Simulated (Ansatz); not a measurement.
# C₂H₁₀BNSi: how energies converge with the basis set

How large a basis does C₂H₁₀BNSi need? Two functionals are run in growing sets.

Method: one geometry, several basis sets; program: Ansatz 0.2.0, Gaussian basis.

Levels to be run: PBE0-D4/def2-SVP; ωB97M-V/def2-SVP; PBE0-D4/def2-QZVPP; ωB97M-V/def2-QZVPP; the functionals' def2-TZVPP values are taken from earlier runs.

## Step 1: Structure used throughout

All runs share one geometry, relaxed beforehand with PBE0-D4 in a triple-zeta def2 set.

SMILES `CNB(C)[SiH3]`, 15 atoms, charge 0, spin multiplicity 1.

Atoms are counted from 1 here; the program's logs count them from 0.

Bond lengths: C1–N2 1.446 Å, C1–H6 1.094 Å, C1–H7 1.088 Å, C1–H8 1.094 Å, N2–B3 1.394 Å, N2–H9 1.008 Å, B3–C4 1.574 Å, B3–Si5 2.028 Å, C4–H10 1.096 Å, C4–H11 1.095 Å, C4–H12 1.093 Å, Si5–H13 1.493 Å, Si5–H14 1.493 Å, Si5–H15 1.496 Å. Angles: N2–C1–H6 111.3°, N2–C1–H7 110.1°, N2–C1–H8 111.2°, H6–C1–H7 108.1°, H6–C1–H8 108.0°, H7–C1–H8 108.0°, C1–N2–B3 129.2°, C1–N2–H9 112.8°, B3–N2–H9 118.0°, N2–B3–C4 123.7°, N2–B3–Si5 116.1°, C4–B3–Si5 120.1°, B3–C4–H10 109.9°, B3–C4–H11 110.1°, B3–C4–H12 115.9°, H10–C4–H11 105.3°, H10–C4–H12 107.6°, H11–C4–H12 107.6° and more.

## Step 2: PBE0-D4 in def2-SVP

Contents of in.yaml:

```yaml
crystal:
  periodic: [false, false, false]
  atoms:
    - {symbol: C, position_ang: [-1.255036, -1.041716, 1.529012]}
    - {symbol: N, position_ang: [-0.742817, 0.095443, 0.797545]}
    - {symbol: B, position_ang: [0.195145, 0.130165, -0.232972]}
    - {symbol: C, position_ang: [0.906203, -1.149324, -0.811417]}
    - {symbol: Si, position_ang: [0.625805, 1.963052, -0.986827]}
    - {symbol: H, position_ang: [-2.336268, -1.145050, 1.395897]}
    - {symbol: H, position_ang: [-0.782783, -1.956335, 1.176645]}
    - {symbol: H, position_ang: [-1.052857, -0.946897, 2.600134]}
    - {symbol: H, position_ang: [-1.144039, 0.969049, 1.102337]}
    - {symbol: H, position_ang: [1.991904, -1.056253, -0.696670]}
    - {symbol: H, position_ang: [0.734264, -1.219254, -1.891056]}
    - {symbol: H, position_ang: [0.608315, -2.102257, -0.367584]}
    - {symbol: H, position_ang: [2.075634, 2.297999, -0.865781]}
    - {symbol: H, position_ang: [0.288551, 2.067808, -2.437544]}
    - {symbol: H, position_ang: [-0.133823, 3.042771, -0.282520]}
basis:
  gaussian: {orbitals: def2-SVP}
hamiltonian: {xc: pbe0, dispersion: d4}
output: {orbitals: {seedname: orbitals}}
```

After this run come: ωB97M-V in def2-SVP; PBE0-D4 in def2-QZVPP; ωB97M-V in def2-QZVPP.

Before running them: what should the planned runs give, taken together? Wanted: PBE0-D4: double and triple zeta above quadruple; ωB97M-V: double and triple zeta above quadruple.

The runs gave:

| quantity | value |
| --- | --- |
| PBE0-D4: double and triple zeta above quadruple | 8.04, 0.52 eV |
| ωB97M-V: double and triple zeta above quadruple | 8.33, 0.50 eV |

What this shows: PBE0-D4 gains 7.52 eV from double to triple zeta, then 0.52 eV more. Total energies overstate the basis error of differences, where much of it tends to cancel. The LUMO of ωB97M-V is positive and keeps falling with the basis (2.08 to 1.44 eV): an unbound level that the basis holds in place.
